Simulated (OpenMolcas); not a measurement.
# Tc⁴⁺ among point charges: CASSCF and CASPT2 levels and susceptibility

Aim: the splitting of the states of Tc⁴⁺ in the field of 8 point charges, its lowest levels with spin-orbit coupling and its magnetic susceptibility.

The numbers are computed with OpenMolcas 26.06 (state-averaged CASSCF and CASPT2, spin-orbit coupling by RASSI with atomic mean-field integrals), except any that are marked as measured or tabulated.

## Step 1: The atom as given

* Species: Tc⁴⁺ (technetium, Z = 43, 39 electrons)
* Basis: ANO-RCC-VDZP [6s5p3d1f], 43 functions
* Scalar Hamiltonian: DKH2, point nucleus
* Inactive shells: 1s 2s 2p 3s 3p 3d 4s 4p
* Active space: 3 electrons in 5 orbitals (4d)
* Some configurations of this space: 4d3
* Orbitals: optimised for each spin and parity, averaged over all roots

The outer shells:

4d3
```
4d [↑ ][↑ ][↑ ][  ][  ]
```

The ion sits among 8 point charges of -1.2 e arranged as a cube (Oh), 1.79 Å from the ion.

Each step is its own input file, run in one work folder so that later steps find the files of earlier ones. Labels, J, g values, rates, χT and fits are worked out afterwards by a script from the matrices that RASSI stores. The input lists half of the charges; inversion (Group=XYZ) makes the rest.

## Step 2: Basis and integrals

a.inp

```
&GATEWAY
Coord
1

Tc 0.0 0.0 0.0
Basis=ANO-RCC-VDZP
Group=XYZ
NoMove
AngMom=0.0 0.0 0.0
AMFI
XField
4 Angstrom 0
1.033457 1.033457 1.033457 -1.200000
1.033457 1.033457 -1.033457 -1.200000
1.033457 -1.033457 1.033457 -1.200000
1.033457 -1.033457 -1.033457 -1.200000
&SEWARD
```

Command:

```
$ OMP_NUM_THREADS=1 MOLCAS_MEM=1689 MOLCAS_PROJECT=a pymolcas a.inp > a.log
```

## Step 3: CASSCF: quartets of even parity, 10 roots

a.inp

```
&RASSCF
FileOrb=start.orb
Symmetry=1
Spin=4
nActEl=3 0 0
Inactive=9 9
Ras2=5 0
CIRoot=10 10 1
SDav=10
CIMx=300
Iter=120 100
PrWF=0.3
OrbListing=Nothing
MaxOrb=0
>>> COPY $Project.JobIph JOB001
```

start.orb holds the contracted functions of the basis, ordered by shell, or the orbitals of the step before.

## Step 4: CASSCF: doublets of even parity, 40 roots

a.inp

```
&RASSCF
FileOrb=start.orb
Symmetry=1
Spin=2
nActEl=3 0 0
Inactive=9 9
Ras2=5 0
CIRoot=40 40 1
SDav=40
CIMx=300
Iter=120 100
PrWF=0.3
OrbListing=Nothing
MaxOrb=0
>>> COPY $Project.JobIph JOB002
```

## Step 5: State interaction with spin-orbit coupling

a.inp

```
&RASSI
NrOfJobIphs=2 10 40
1 2 3 4 5 6 7 8 9 10
1 2 3 4 5 6 7 8 9 10 11 12 13 14 15 16 17 18 19 20 21 22 23 24 25 26 27
28 29 30 31 32 33 34 35 36 37 38 39 40
IphNames
JOB001
JOB002
EJob
SpinOrbit
DIPRint=1.0
SOCoupling=1000.0
Subsets=2
Property=9
'ANGMOM' 1 'ANGMOM' 2 'ANGMOM' 3 'MLTPL  1' 1 'MLTPL  1' 2 'MLTPL  1' 3
'AMFI' 1 'AMFI' 2 'AMFI' 3
SOProperty=3
'ANGMOM' 1 'ANGMOM' 2 'ANGMOM' 3
```

## Step 6: CASPT2: IPEA 0.25, imaginary shift 0.1 (closed shells correlated: 4s 4p)

a.inp

```
>>> COPY JOB001 $Project.JobIph
&CASPT2
Multistate=10 1 2 3 4 5 6 7 8 9 10
NoMult
Frozen=8 6
IPEA=0.25
Imaginary=0.1
MaxIter=60
WThr=0.0 0.3 0.05
PrWF=0.5
NoMix
>>> COPY JOB002 $Project.JobIph
&CASPT2
Multistate=40 1 2 3 4 5 6 7 8 9 10 11 12 13 14 15 16 17 18 19 20 21 22
23 24 25 26 27 28 29 30 31 32 33 34 35 36 37 38 39 40
NoMult
Frozen=8 6
IPEA=0.25
Imaginary=0.1
MaxIter=60
WThr=0.0 0.3 0.05
PrWF=0.5
NoMix
```

(Steps that only read results are left out.)

Q: Predict the outcome of this session. Wanted: spin-free ground state; first state of the same spin within the active space; lowest level; next level.

As calculated:

| quantity | value |
| --- | --- |
| method | SS-CASPT2, IPEA 0.25, imaginary shift 0.1 (closed shells correlated: 4s 4p) |
| spin-free ground state | 4T1, 3-fold in its orbital part |
| first state of the same spin within the active space | 4T2 at 7610 cm⁻¹ |
| lowest level | 4-fold Γ8 |
| next level | 406.2 cm⁻¹ |
| χT at 300 K | 0.49 cm³ K/mol |
| effective moment at 300 K | 1.98 μB |

Cost by method:

| method | time of its own steps | time with the reference |
| --- | --- | --- |
| A. CASSCF | 15 s | 15 s |
| B. SS-CASPT2, IPEA 0.25, imaginary shift 0.1, +4s 4p | 4 s | 19 s |

Times are of one thread on a shared host.

In words: The spin-free ground state (4T1) comes to 97 % from free-ion F terms and keeps the highest spin of the shell. χT at 300 K is 0.49, against 1.88 cm³ K/mol for the spin alone, so spin-orbit coupling lowers it. A ligand-field fit to the states below 45000 cm-1 gives 10Dq = -8946 cm-1, B = 748 cm-1 and C = 3469 cm-1 (C/B = 4.64), with a deviation of 339 cm-1. CASPT2 does not keep the components of a term degenerate, and the means are used. The field of point charges can differ much from that of real complexes. Point charges carry no covalency, so the field is a model and not that of real ligands.
